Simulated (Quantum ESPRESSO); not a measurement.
# Cu4Au3 in Quantum ESPRESSO: work function with PBE

Aim: the work function of Cu4Au3 with PBE.

Program: Quantum ESPRESSO 7.5. These are calculated values, not measurements. Logs are shortened: lines on timing, memory, paths and dates and some standing lists are left out, and cuts for length are marked.

**1. The structure**

The cell holds a slab with vacuum, 7 atoms: a = 2.800 Å, b = 2.800 Å, c = 26.010 Å, α = 90.00°, β = 90.00°, γ = 90.00°.

**2. Work function, PBE**

pw.in reads:

```
&CONTROL
  calculation = 'scf'
  prefix = 'pwscf'
  outdir = './tmp'
  pseudo_dir = './pseudo'
  tprnfor = .true.
  disk_io = 'low'
/
&SYSTEM
  ibrav = 0
  celldm(1) = 8
  nat = 7
  ntyp = 2
  ecutwfc = 92
  nbnd = 84
  occupations = 'smearing'
  smearing = 'fd'
  degauss = 0.00367493
/
&ELECTRONS
  conv_thr = 7d-09
  electron_maxstep = 150
  mixing_beta = 0.3
  mixing_mode = 'local-TF'
/
ATOMIC_SPECIES
Cu    63.5460 Cu.upf
Au   196.9666 Au.upf
CELL_PARAMETERS alat
  0.6614041436190   0.0000000000000   0.0000000000000
  0.0000000000000   0.6614041436190   0.0000000000000
  0.0000000000000   0.0000000000000   6.1439720626895
ATOMIC_POSITIONS crystal
Cu     0.5000000000    0.5000000000    0.2883506344
Au     0.0000000000    0.0000000000    0.3589004229
Cu     0.5000000000    0.5000000000    0.4294502115
Au     0.0000000000    0.0000000000    0.5000000000
Cu     0.5000000000    0.5000000000    0.5705497885
Au     0.0000000000    0.0000000000    0.6410995771
Cu     0.5000000000    0.5000000000    0.7116493656
K_POINTS automatic
9 9 1 0 0 0
```

pp_density.in reads:

```
&INPUTPP
  prefix = 'pwscf'
  outdir = './tmp'
  filplot = 'density.dat'
  plot_num = 0
/
&PLOT
  nfile = 1
  filepp(1) = 'density.dat'
  iflag = 3
  output_format = 6
  fileout = 'density.cube'
/
```

pp_potential.in reads:

```
&INPUTPP
  prefix = 'pwscf'
  outdir = './tmp'
  filplot = 'potential.dat'
  plot_num = 11
/
&PLOT
  nfile = 1
  filepp(1) = 'potential.dat'
  iflag = 3
  output_format = 6
  fileout = 'potential.cube'
/
```

pp_elf.in reads:

```
&INPUTPP
  prefix = 'pwscf'
  outdir = './tmp'
  filplot = 'elf.dat'
  plot_num = 8
/
&PLOT
  nfile = 1
  filepp(1) = 'elf.dat'
  iflag = 3
  output_format = 6
  fileout = 'elf.cube'
/
```

Potentials or basis: Ansatz NC SR PBE.

Started as:

```sh
$ OMP_NUM_THREADS=1 mpirun -n 2 pw.x -nk 2 -in pw.in > pw.out
$ OMP_NUM_THREADS=1 mpirun -n 1 pp.x -in pp_density.in > pp_density.out
$ OMP_NUM_THREADS=1 mpirun -n 1 pp.x -in pp_potential.in > pp_potential.out
$ OMP_NUM_THREADS=1 mpirun -n 1 pp.x -in pp_elf.in > pp_elf.out
```

pw.out:

```text
[... set-up lines left out ...]
     Self-consistent Calculation

     iteration #  1     ecut=    92.00 Ry     beta= 0.30
     Davidson diagonalization with overlap
     ethr =  1.00E-02,  avg # of iterations =  7.0

     Threshold (ethr) on eigenvalues was too large:
     Diagonalizing with lowered threshold

     Davidson diagonalization with overlap
     ethr =  6.49E-04,  avg # of iterations =  1.2

     negative rho (up, down):  4.620E-04 0.000E+00

     total energy              =   -2406.10955371 Ry
     estimated scf accuracy    <       0.87306037 Ry

     iteration #  2     ecut=    92.00 Ry     beta= 0.30
     Davidson diagonalization with overlap
     ethr =  6.56E-04,  avg # of iterations =  1.0

     negative rho (up, down):  5.889E-04 0.000E+00

     total energy              =   -2406.04323207 Ry
     estimated scf accuracy    <       0.27057997 Ry

     iteration #  3     ecut=    92.00 Ry     beta= 0.30
     Davidson diagonalization with overlap
     ethr =  2.03E-04,  avg # of iterations =  2.3

     negative rho (up, down):  7.402E-05 0.000E+00

     total energy              =   -2406.06662865 Ry
     estimated scf accuracy    <       0.02619976 Ry

     iteration #  4     ecut=    92.00 Ry     beta= 0.30
     Davidson diagonalization with overlap
     ethr =  1.97E-05,  avg # of iterations =  3.9

     negative rho (up, down):  2.539E-08 0.000E+00

     total energy              =   -2406.06841897 Ry
     estimated scf accuracy    <       0.00408910 Ry

     iteration #  5     ecut=    92.00 Ry     beta= 0.30
     Davidson diagonalization with overlap
     ethr =  3.07E-06,  avg # of iterations =  4.2

     total energy              =   -2406.06859100 Ry
     estimated scf accuracy    <       0.00059046 Ry

     iteration #  6     ecut=    92.00 Ry     beta= 0.30
     Davidson diagonalization with overlap
     ethr =  4.44E-07,  avg # of iterations =  3.5

     total energy              =   -2406.06861405 Ry
     estimated scf accuracy    <       0.00010516 Ry

     iteration #  7     ecut=    92.00 Ry     beta= 0.30
     Davidson diagonalization with overlap
     ethr =  7.91E-08,  avg # of iterations =  2.0

     total energy              =   -2406.06863981 Ry
     estimated scf accuracy    <       0.00005150 Ry

     iteration #  8     ecut=    92.00 Ry     beta= 0.30
     Davidson diagonalization with overlap
     ethr =  3.87E-08,  avg # of iterations =  2.8

     total energy              =   -2406.06863738 Ry
     estimated scf accuracy    <       0.00002285 Ry

     iteration #  9     ecut=    92.00 Ry     beta= 0.30
     Davidson diagonalization with overlap
     ethr =  1.72E-08,  avg # of iterations =  1.1

     total energy              =   -2406.06863755 Ry
     estimated scf accuracy    <       0.00000910 Ry

     iteration # 10     ecut=    92.00 Ry     beta= 0.30
     Davidson diagonalization with overlap
     ethr =  6.84E-09,  avg # of iterations =  2.0

     total energy              =   -2406.06863935 Ry
     estimated scf accuracy    <       0.00000073 Ry

     iteration # 11     ecut=    92.00 Ry     beta= 0.30
     Davidson diagonalization with overlap
     ethr =  5.46E-10,  avg # of iterations =  2.0

     total energy              =   -2406.06864095 Ry
     estimated scf accuracy    <       0.00000033 Ry

     iteration # 12     ecut=    92.00 Ry     beta= 0.30
     Davidson diagonalization with overlap
     ethr =  2.50E-10,  avg # of iterations =  2.6

     total energy              =   -2406.06864116 Ry
     estimated scf accuracy    <       0.00000003 Ry

     iteration # 13     ecut=    92.00 Ry     beta= 0.30
     Davidson diagonalization with overlap
     ethr =  2.39E-11,  avg # of iterations =  1.9

     total energy              =   -2406.06864126 Ry
     estimated scf accuracy    <          8.3E-09 Ry

     iteration # 14     ecut=    92.00 Ry     beta= 0.30
     Davidson diagonalization with overlap
     ethr =  6.23E-12,  avg # of iterations =  2.3

     End of self-consistent calculation

          k = 0.0000 0.0000 0.0000 ( 20443 PWs)   bands (ev):

  -105.3100-105.3100-104.8339-104.8339 -98.9437 -98.8826 -98.8826 -62.6983
   -62.6982 -62.6818 -62.6818 -62.6818 -62.6818 -62.2222 -62.2222 -62.2222
   -62.2222 -62.1904 -62.1904 -50.2972 -50.2413 -50.2412 -50.2409 -50.2409
   -50.1784 -50.1784 -50.1784 -50.1784  -2.6905  -2.0653  -1.3752   0.3139
     0.4414   0.5104   0.5226   0.7661   1.3992   1.5524   2.9320   2.9320
     3.0950   3.0950   3.2057   3.2057   3.8331   4.0017   4.0158   4.1317
     4.1817   4.2046   4.3454   4.3549   4.6488   4.8014   4.8014   4.8207
     4.9890   5.0863   5.1245   5.1460   5.1460   5.2245   5.4874   5.4874
     5.5460   5.5485   5.5785   5.5785   6.2313   7.8332   8.7572  11.2481
    11.6786  12.6420  14.1578  15.3752  17.2534  17.4299  17.4299  17.5401
    18.4863  18.4863  19.9879  19.9879

          k = 0.0000 0.1680 0.0000 ( 20450 PWs)   bands (ev):

  -105.3099-105.3098-104.8338-104.8338 -98.9429 -98.8819 -98.8819 -62.6981
   -62.6980 -62.6840 -62.6840 -62.6816 -62.6816 -62.2244 -62.2244 -62.2221
   -62.2221 -62.1902 -62.1902 -50.2954 -50.2605 -50.2396 -50.2395 -50.2394
   -50.1979 -50.1979 -50.1769 -50.1769  -2.4035  -1.7830  -1.0953   0.4517
     0.5842   0.6737   0.6939   0.8878   1.4814   1.5120   2.7275   2.8534
     2.9802   3.1057   3.1480   3.1803   3.8612   3.9004   3.9430   4.0104
     4.0308   4.1091   4.4100   4.4177   4.7118   4.7462   4.7793   4.9248
     4.9631   4.9764   5.0601   5.1328   5.2155   5.2766   5.3447   5.4838
     5.4900   5.5191   5.5573   5.5925   6.7827   8.3218   9.3832  11.4858
    11.9388  12.8642  14.3912  15.1485  15.8971  16.4072  17.5112  17.7400
    17.7960  17.9062  18.9200  18.9517

          k = 0.0000 0.3360 0.0000 ( 20482 PWs)   bands (ev):

  -105.3095-105.3095-104.8334-104.8334 -98.9410 -98.8800 -98.8800 -62.6977
   -62.6975 -62.6896 -62.6896 -62.6812 -62.6812 -62.2300 -62.2300 -62.2216
   -62.2216 -62.1898 -62.1898 -50.3097 -50.2910 -50.2472 -50.2472 -50.2355
   -50.2351 -50.2351 -50.1730 -50.1730  -1.6240  -1.0613  -0.4733   0.7073
     0.7279   1.1641   1.1837   1.2903   1.5961   1.6520   2.2514   2.5678
     3.0379   3.0901   3.1757   3.3784   3.5155   3.5193   3.5322   3.9838
     4.1799   4.2162   4.3128   4.5491   4.5618   4.8106   4.8753   4.9229
     4.9387   4.9440   4.9469   5.1037   5.1473   5.2659   5.3535   5.4330
     5.4736   5.5598   5.5853   6.1833   7.7598   9.4037  10.7409  12.1635
    12.4335  12.6939  13.3135  13.5703  14.4598  15.1437  15.8573  16.1080
    17.2856  18.1328  18.3706  18.9047

          k = 0.0000 0.5040 0.0000 ( 20496 PWs)   bands (ev):

  -105.3091-105.3091-104.8330-104.8330 -98.9389 -98.8778 -98.8778 -62.6972
   -62.6970 -62.6960 -62.6959 -62.6807 -62.6807 -62.2363 -62.2363 -62.2212
   -62.2212 -62.1893 -62.1893 -50.3653 -50.3028 -50.3028 -50.2859 -50.2311
   -50.2301 -50.2301 -50.1686 -50.1686  -0.6254  -0.2880   0.0132   0.4531
     0.8154   1.2976   1.3115   1.9777   2.0969   2.4920   2.6239   2.7927
     2.8312   2.9122   3.0651   3.0781   3.2820   3.3960   4.0925   4.1400
     4.1835   4.2039   4.3473   4.5822   4.5978   4.7943   4.8660   4.9084
     4.9177   5.0910   5.1369   5.2181   5.2694   5.3019   5.4054   5.4598
     5.5380   5.5645   5.7037   7.0607   8.8196   9.6678  10.3608  10.4121
    11.7943  12.2831  13.1944  13.3562  14.1814  14.3185  14.6728  15.9565
    16.4490  16.9279  17.7128  19.0855

          k = 0.0000 0.6720 0.0000 ( 20440 PWs)   bands (ev):

  -105.3088-105.3088-104.8327-104.8327 -98.9375 -98.8764 -98.8764 -62.7002
   -62.7001 -62.6969 -62.6966 -62.6804 -62.6804 -62.2404 -62.2404 -62.2209
   -62.2209 -62.1889 -62.1889 -50.4015 -50.3390 -50.3390 -50.2826 -50.2283
   -50.2268 -50.2268 -50.1657 -50.1657   0.0777   0.0973   0.2512   0.2839
     0.5866   1.1145   1.6509   2.1689   2.5282   2.6485   2.7054   2.7332
     2.8325   2.9742   3.2561   3.4837   3.5290   4.0438   4.0648   4.1936
     4.3385   4.3506   4.5742   4.6225   4.6812   4.7529   4.9011   5.0418
     5.1171   5.1618   5.2649   5.4208   5.4463   5.5219   5.5265   5.6539
     5.8546   5.9332   6.2884   7.2905   7.6363   7.7313   9.5344   9.8013
    11.1387  11.7916  13.2893  13.2942  14.4253  14.9499  15.2276  16.0131
    16.1755  16.6397  17.1140  17.9917
[... 87 lines left out ...]
  -105.3084-105.3083-104.8323-104.8323 -98.9348 -98.8737 -98.8737 -62.6995
   -62.6994 -62.6962 -62.6959 -62.6881 -62.6881 -62.2398 -62.2398 -62.2285
   -62.2285 -62.1883 -62.1883 -50.3949 -50.3324 -50.3324 -50.2959 -50.2767
   -50.2334 -50.2334 -50.2209 -50.2208   0.5041   0.6597   1.0316   1.0369
     1.3413   1.3659   1.4119   1.7013   1.7259   2.0674   2.0958   2.1779
     2.1999   2.2777   2.8743   3.9552   4.0465   4.1046   4.1305   4.3790
     4.5832   4.6637   4.6928   4.8239   4.9236   4.9238   5.0199   5.1251
     5.1888   5.2239   5.3070   5.3188   5.3462   5.4680   5.4864   6.1016
     6.5722   7.2935   8.1364   8.5035   8.8067   9.3499  10.0870  10.7755
    12.0696  12.1212  13.7727  13.9583  15.2522  15.7477  15.8292  16.7534
    16.8761  17.3325  17.3841  17.7125

          k = 0.5040 0.5040 0.0000 ( 20574 PWs)   bands (ev):

  -105.3082-105.3082-104.8321-104.8321 -98.9341 -98.8730 -98.8730 -62.6960
   -62.6957 -62.6948 -62.6948 -62.6948 -62.6947 -62.2352 -62.2352 -62.2351
   -62.2351 -62.1881 -62.1881 -50.3546 -50.3533 -50.2921 -50.2921 -50.2908
   -50.2908 -50.2750 -50.2192 -50.2192   0.3854   0.6474   0.9334   1.1011
     1.3423   1.4819   1.4837   1.5369   1.5704   1.5745   2.0433   2.7891
     2.9446   3.0664   3.0956   3.2768   3.4637   3.7312   3.9678   4.4849
     4.7794   4.8282   4.8467   4.8761   4.9508   4.9657   5.0016   5.0409
     5.1270   5.1764   5.2657   5.3025   5.3059   5.4005   5.5151   5.6247
     6.0607   6.9261   8.5585   9.3937  10.7999  11.0230  11.7384  12.5561
    13.0493  13.6912  13.8066  14.4775  14.5962  14.6234  14.6730  15.5068
    16.2540  16.2569  16.3110  16.6345

          k = 0.5040 0.6720 0.0000 ( 20579 PWs)   bands (ev):

  -105.3080-105.3080-104.8319-104.8319 -98.9327 -98.8716 -98.8716 -62.6989
   -62.6989 -62.6956 -62.6954 -62.6944 -62.6944 -62.2392 -62.2392 -62.2348
   -62.2348 -62.1878 -62.1878 -50.3896 -50.3506 -50.3271 -50.3271 -50.2881
   -50.2881 -50.2718 -50.2160 -50.2160   0.2507   0.4621   0.6568   0.9551
     1.1337   1.1889   1.4761   1.5111   1.5615   1.5697   2.1354   2.8775
     3.1448   3.3192   3.4866   3.9038   3.9366   4.2423   4.4637   4.5946
     4.8072   4.8399   4.9568   4.9617   5.0970   5.1720   5.2177   5.2353
     5.2391   5.2656   5.3311   5.3709   5.4176   5.5537   5.6367   6.4726
     7.3320   8.3710   8.7016   9.5431  10.0705  10.6805  11.0198  11.9856
    12.6320  13.2687  13.7912  14.6472  15.0443  15.1485  15.4832  15.9878
    16.1599  16.1957  16.8881  16.9733

          k = 0.6720 0.6720 0.0000 ( 20640 PWs)   bands (ev):

  -105.3077-105.3077-104.8316-104.8316 -98.9313 -98.8702 -98.8702 -62.6986
   -62.6986 -62.6985 -62.6985 -62.6952 -62.6950 -62.2389 -62.2389 -62.2389
   -62.2389 -62.1874 -62.1874 -50.3862 -50.3860 -50.3237 -50.3237 -50.3235
   -50.3235 -50.2687 -50.2129 -50.2128  -0.0847   0.1374   0.3051   1.1215
     1.1384   1.2017   1.2068   1.2328   1.2464   1.5219   2.1527   3.0260
     3.7824   3.8579   3.8973   4.2807   4.3492   4.5948   4.6977   4.9217
     4.9287   5.0490   5.1365   5.1961   5.2159   5.2427   5.2672   5.3274
     5.3390   5.3891   5.4368   5.4537   5.4804   5.7228   5.7436   7.3725
     8.5118   8.6254   9.7974   9.8021  11.3203  11.5667  12.3278  12.7282
    12.7488  13.4784  13.5718  13.9700  14.0086  14.1330  14.4312  14.6944
    14.8801  15.9222  16.1185  16.5610

     the Fermi energy is     7.1454 ev

!    total energy              =   -2406.06864130 Ry
     estimated scf accuracy    <          1.6E-09 Ry
     smearing contrib. (-TS)   =      -0.00137092 Ry
     internal energy E=F+TS    =   -2406.06727038 Ry

     The total energy is F=E-TS. E is the sum of the following terms:
     one-electron contribution =  -18003.12058447 Ry
     hartree contribution      =    9023.23949500 Ry
     xc contribution           =    -342.96080781 Ry
     ewald contribution        =    6916.77462690 Ry

     convergence has been achieved in  14 iterations

     Forces acting on atoms (cartesian axes, Ry/au):

     atom    1 type  1   force =     0.00000000    0.00000000    0.00034606
     atom    2 type  2   force =     0.00000000    0.00000000   -0.01330000
     atom    3 type  1   force =     0.00000000    0.00000000    0.00009087
     atom    4 type  2   force =     0.00000000    0.00000000    0.00000000
     atom    5 type  1   force =     0.00000000    0.00000000   -0.00009087
     atom    6 type  2   force =     0.00000000    0.00000000    0.01330000
     atom    7 type  1   force =     0.00000000    0.00000000   -0.00034606

     Total force =     0.018816     Total SCF correction =     0.000250

=------------------------------------------------------------------------------=
   JOB DONE.
=------------------------------------------------------------------------------=
```

It took 5.6 min on 2 MPI ranks of Arm Neoverse V2, shared host; peak memory 1.2 GiB.

Results:

| Quantity | Value |
| --- | --- |
| Free energy | -32736.2316 eV |
| Largest force | 0.342 eV/Å |
| Band gap on the k mesh | none (metal or under the smearing width) |
| Work function of the upper face | 4.35 eV |
| Work function of the lower face | 4.35 eV |

Forces in eV/Å, atoms in the order of the input:
```
Cu   0.000  0.000  0.009
Au   0.000  0.000 -0.342
Cu   0.000  0.000  0.002
Au   0.000  0.000  0.000
Cu   0.000  0.000 -0.002
Au   0.000  0.000  0.342
Cu   0.000  0.000 -0.009
```

Spin-orbit coupling is left out, which matters for the levels of Au.
